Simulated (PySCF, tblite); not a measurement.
# C₁₀H₁₀O₃: NMR shifts, part 2 of 2

tblite 0.8.0 and PySCF 2.14.0. Atoms count from 0. The steps go on from the part before.

### Step 5. NMR shifts: GIAO KT3/pcSseg-2

Job settings and geometry (Å):

```
{"job": {"kind": "nmr", "xc": "KT3", "basis": "pcSseg-2", "pop": false}, "charge": 0, "multiplicity": 1}
C      4.630326    -0.023950     0.189612
O      3.257432     0.318188     0.135878
C      2.402290    -0.708351     0.115723
O      2.753224    -1.861313     0.138336
C      0.981644    -0.265153     0.062967
C      0.621081     1.087119     0.014452
C     -0.719593     1.441682    -0.036427
C     -1.716709     0.458038    -0.038782
C     -3.145051     0.914978    -0.094501
C     -4.235724    -0.125210    -0.100210
O     -3.405356     2.096960    -0.133592
C     -1.349690    -0.893072     0.010395
C     -0.008056    -1.251954     0.060173
H      4.842349    -0.653500     1.066142
H      4.930453    -0.577355    -0.712726
H      5.181337     0.921097     0.255472
H      1.401394     1.849218     0.017480
H     -1.033070     2.486845    -0.075742
H     -4.131517    -0.799320    -0.964430
H     -4.189281    -0.747040     0.807253
H     -5.206666     0.381768    -0.146550
H     -2.111278    -1.675003     0.009960
H      0.300863    -2.298345     0.097434
```

Level: GIAO KT3/pcSseg-2 NMR shielding, non-relativistic, gas phase.

Log:

```text
start: PBE on a coarse grid of 19518 points
cycle   1  E = -611.9444787036  dE =  1.973e+00  |g| = 1.336e+00  |ddm| = 3.708e+00
cycle   2  E = -608.6227516907  dE =  3.322e+00  |g| = 3.601e+00  |ddm| = 1.042e+01
cycle   3  E = -611.7422723910  dE = -3.120e+00  |g| = 1.402e+00  |ddm| = 9.596e+00
cycle   4  E = -612.2702221938  dE = -5.279e-01  |g| = 2.647e-01  |ddm| = 1.409e+00
cycle   5  E = -612.2457042821  dE =  2.452e-02  |g| = 3.904e-01  |ddm| = 5.339e-01
cycle   6  E = -612.2855468023  dE = -3.984e-02  |g| = 9.793e-02  |ddm| = 3.733e-01
cycle   7  E = -612.2875936170  dE = -2.047e-03  |g| = 3.477e-02  |ddm| = 1.357e-01
cycle   8  E = -612.2877943553  dE = -2.007e-04  |g| = 2.081e-02  |ddm| = 5.755e-02
cycle   9  E = -612.2878695367  dE = -7.518e-05  |g| = 6.519e-03  |ddm| = 2.125e-02
final grid: 183298 points
cycle  10  E = -622.3427512869  dE = -3.925e-02  |g| = 2.233e-01  |ddm| = 5.112e+00
cycle  11  E = -622.2915576755  dE =  5.119e-02  |g| = 5.561e-01  |ddm| = 1.004e+00
cycle  12  E = -622.3500766061  dE = -5.852e-02  |g| = 8.615e-02  |ddm| = 8.282e-01
cycle  13  E = -622.3515746665  dE = -1.498e-03  |g| = 1.693e-02  |ddm| = 1.057e-01
cycle  14  E = -622.3516213891  dE = -4.672e-05  |g| = 6.000e-03  |ddm| = 2.216e-02
cycle  15  E = -622.3516287444  dE = -7.355e-06  |g| = 2.661e-03  |ddm| = 8.855e-03
cycle  16  E = -622.3516310122  dE = -2.268e-06  |g| = 9.686e-04  |ddm| = 3.113e-03
cycle  17  E = -622.3516313927  dE = -3.804e-07  |g| = 3.101e-04  |ddm| = 1.628e-03
cycle  18  E = -622.3516309027  dE =  4.899e-07  |g| = 1.371e-04  |ddm| = 8.470e-04
cycle  19  E = -622.3516311138  dE = -2.111e-07  |g| = 5.377e-05  |ddm| = 6.264e-04
converged SCF energy = -622.3516311138

GIAO shielding tensors (ppm)
atom      isotropic    diamagn.    paramagn.     s11        s22        s33       span
  0 C      127.997     231.275    -103.277     98.433    112.296    173.263     74.830
  1 O      144.934     397.850    -252.916    -25.103    222.116    237.789    262.892
  2 C       19.066     256.590    -237.524    -66.875     59.799     64.273    131.148
  3 O      -56.948     394.101    -451.049   -306.713   -193.376    329.246    635.959
  4 C       50.218     262.016    -211.798    -42.315     40.057    152.911    195.226
  5 C       54.113     262.573    -208.460    -40.628     33.761    169.207    209.835
  6 C       55.446     263.362    -207.916    -43.025     30.593    178.771    221.796
  7 C       45.554     265.481    -219.927    -41.938     23.550    155.050    196.988
  8 C       -8.753     246.614    -255.367    -89.382    -26.986     90.109    179.491
  9 C      154.997     241.479     -86.483    140.253    142.173    182.565     42.312
 10 O     -269.447     398.223    -667.670   -808.666   -345.458    345.783   1154.449
 11 C       54.804     265.617    -210.813    -36.644     35.903    165.153    201.797
 12 C       52.535     263.357    -210.822    -49.254     35.178    171.679    220.933
 13 H       27.356      25.882       1.474     23.931     25.345     32.791      8.861
 14 H       27.526      25.835       1.691     24.184     25.219     33.176      8.993
 15 H       27.741      25.560       2.181     24.048     26.636     32.539      8.491
 16 H       23.248      34.263     -11.015     18.564     22.458     28.723     10.159
 17 H       22.980      33.127     -10.148     18.572     22.926     27.441      8.870
 18 H       28.571      28.631      -0.059     24.715     29.271     31.728      7.013
 19 H       28.578      28.478       0.100     24.738     29.253     31.741      7.003
 20 H       29.247      22.495       6.753     25.909     28.191     33.642      7.734
 21 H       23.483      35.559     -12.075     19.508     22.247     28.696      9.188
 22 H       22.976      34.961     -11.984     18.819     22.125     27.985      9.166
```

Run time: 30 s. Hardware: 2 threads of Arm Neoverse V1, shared host; peak memory 1.1 GiB.

### Step 6. NMR shifts: GIAO PBE0/pcSseg-1 in chloroform

The job, as its differences from that of step 5:

```diff
@@ -1,2 +1,2 @@
-{"job": {"kind": "nmr", "xc": "KT3", "basis": "pcSseg-2", "pop": false}, "charge": 0, "multiplicity": 1}
+{"job": {"kind": "nmr", "xc": "PBE0", "basis": "pcSseg-1", "pop": false, "solvent": "chloroform"}, "charge": 0, "multiplicity": 1}
 C      4.630326    -0.023950     0.189612
```

With the program's defaults for keys left out, this is: GIAO PBE0/pcSseg-1 NMR shielding, non-relativistic, IEF-PCM chloroform.

Log:

```text
start: PBE on a coarse grid of 19518 points
cycle   1  E = -611.5495201929  dE =  1.969e+00  |g| = 1.272e+00  |ddm| = 4.868e+00
cycle   2  E = -610.1585365283  dE =  1.391e+00  |g| = 2.887e+00  |ddm| = 5.754e+00
cycle   3  E = -611.7826951890  dE = -1.624e+00  |g| = 5.840e-01  |ddm| = 4.933e+00
cycle   4  E = -611.8504913254  dE = -6.780e-02  |g| = 1.989e-01  |ddm| = 6.658e-01
cycle   5  E = -611.8552431669  dE = -4.752e-03  |g| = 1.050e-01  |ddm| = 1.821e-01
cycle   6  E = -611.8572782995  dE = -2.035e-03  |g| = 3.860e-02  |ddm| = 1.124e-01
cycle   7  E = -611.8575361966  dE = -2.579e-04  |g| = 1.283e-02  |ddm| = 4.805e-02
cycle   8  E = -611.8575649645  dE = -2.877e-05  |g| = 3.291e-03  |ddm| = 1.460e-02
final grid: 183298 points
cycle   9  E = -612.0211220872  dE = -7.760e-03  |g| = 8.020e-02  |ddm| = 4.920e-01
cycle  10  E = -612.0189847177  dE =  2.137e-03  |g| = 1.355e-01  |ddm| = 1.784e-01
cycle  11  E = -612.0224130176  dE = -3.428e-03  |g| = 1.674e-02  |ddm| = 1.333e-01
cycle  12  E = -612.0224596383  dE = -4.662e-05  |g| = 5.347e-03  |ddm| = 2.013e-02
cycle  13  E = -612.0224627818  dE = -3.143e-06  |g| = 1.427e-03  |ddm| = 5.012e-03
cycle  14  E = -612.0224650066  dE = -2.225e-06  |g| = 3.822e-04  |ddm| = 1.617e-03
cycle  15  E = -612.0224655805  dE = -5.739e-07  |g| = 1.752e-04  |ddm| = 4.845e-04
cycle  16  E = -612.0224641001  dE =  1.480e-06  |g| = 2.736e-05  |ddm| = 1.930e-04
converged SCF energy = -612.0224641001

GIAO shielding tensors (ppm)
atom      isotropic    diamagn.    paramagn.     s11        s22        s33       span
  0 C      131.565     237.568    -106.004    101.736    116.029    176.928     75.192
  1 O      150.703     404.135    -253.432    -37.736    235.833    254.012    291.748
  2 C       13.519     251.970    -238.451    -77.840     48.428     69.969    147.809
  3 O      -66.220     405.062    -471.282   -326.624   -208.578    336.542    663.166
  4 C       46.996     262.437    -215.441    -53.109     36.346    157.750    210.859
  5 C       49.037     251.851    -202.814    -52.117     22.231    176.998    229.115
  6 C       50.739     254.860    -204.121    -54.181     21.705    184.693    238.874
  7 C       41.898     266.364    -224.466    -53.811     19.214    160.290    214.101
  8 C      -17.828     242.560    -260.387   -105.735    -45.467     97.719    203.453
  9 C      155.854     252.103     -96.249    137.263    143.473    186.825     49.562
 10 O     -292.655     402.294    -694.949   -858.694   -370.196    350.924   1209.619
 11 C       49.209     254.146    -204.937    -48.932     22.462    174.099    223.031
 12 C       47.514     251.759    -204.244    -61.251     25.337    178.456    239.706
 13 H       27.170      25.106       2.065     23.403     24.985     33.122      9.719
 14 H       27.296      25.115       2.181     23.572     24.860     33.457      9.885
 15 H       27.258      25.289       1.968     23.013     25.940     32.820      9.808
 16 H       22.846      34.195     -11.349     17.689     22.617     28.233     10.544
 17 H       22.734      34.216     -11.482     17.800     23.306     27.097      9.296
 18 H       28.280      28.884      -0.604     24.256     28.697     31.887      7.631
 19 H       28.282      28.789      -0.507     24.272     28.674     31.899      7.628
 20 H       28.943      24.240       4.703     25.001     27.746     34.081      9.080
 21 H       23.026      34.852     -11.825     18.659     22.410     28.010      9.351
 22 H       22.695      33.712     -11.017     18.111     22.351     27.624      9.513
```

Run time: 15 s. Hardware: 2 threads of Arm Neoverse V1, shared host; peak memory 0.92 GiB.

### Step 7. Summary of results

The summary covers parts 1 to 2.

| quantity | value |
| --- | --- |
| point group | C1 |
| rotational constants (main isotopes) | 2.61, 0.36, 0.32 GHz |
| 13C shifts against TMS (PBE0/pcSseg-2, means over atoms taken as alike) | 205.3, 174.0, 148.3, 143.0, 140.2, 138.1, 53.8, 28.1 ppm |
| 1H shifts against TMS (PBE0/pcSseg-2, means over atoms taken as alike) | 8.58, 8.45, 3.81, 2.61 ppm |
| 17O shifts against H2O (PBE0/pcSseg-2) | 650.2, 409.7, 175.3 ppm |

**Reading.** Over 9 steps the energy fell by 0.038 eV; of the close pairs, C9–H19 changed most, 1.088 to 1.101 Å (PBE0/def2-SVP). C8 (ketone carbonyl carbon) lies farthest downfield among carbon, at 205.3 ppm; low-lying n→π* states of the double bond to the heteroatom give a large paramagnetic term (-271 ppm). At PBE0/pcSseg-2: The widest tensor belongs to O10: span 1284 ppm, with a paramagnetic part of -721 ppm. NICS(1)zz of -26 ppm above the planar ring from C4 marks a diatropic (aromatic) ring current.
